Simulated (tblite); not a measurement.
# CH6GeSSi: the cost of one run

Programs: tblite 0.8.0 and PySCF 2.14.0. All values are calculated, for the isolated system unless a continuum is named. Atoms count from 0, parts from 1.

## (1) The system as given

10 atoms, charge 0, multiplicity 1; geometry: distance geometry start.

## (2) Relaxing the cluster with GFN2-xTB

The job: settings as JSON, then the geometry in Å.

```
{"job": {"kind": "relax", "xc": "GFN2-xTB", "basis": "xTB"}, "charge": 0, "multiplicity": 1}
C     -0.568213     0.605963    -0.551162
Ge    -2.438947     0.177221    -0.114762
S      0.437632    -0.495498     0.464358
Si     2.500008    -0.142692    -0.025812
H     -2.390978    -0.332940     1.334487
H     -2.915543    -0.918216    -1.115394
H     -3.369405     1.376507    -0.272777
H      3.274371    -0.749965     1.096919
H      2.779353    -0.833976    -1.257649
H      2.703748     1.310829    -0.096199
```

Level: GFN2-xTB geometry optimisation, gas phase.

Command:

```bash
$ OMP_NUM_THREADS=1 python cluster_run.py task.json out
```

The driver reads the jobs from task.json and runs them one after another.

Q: Estimate the wall time of this first job on 1 thread of Arm Neoverse V2, shared host.

About 1.1 s.
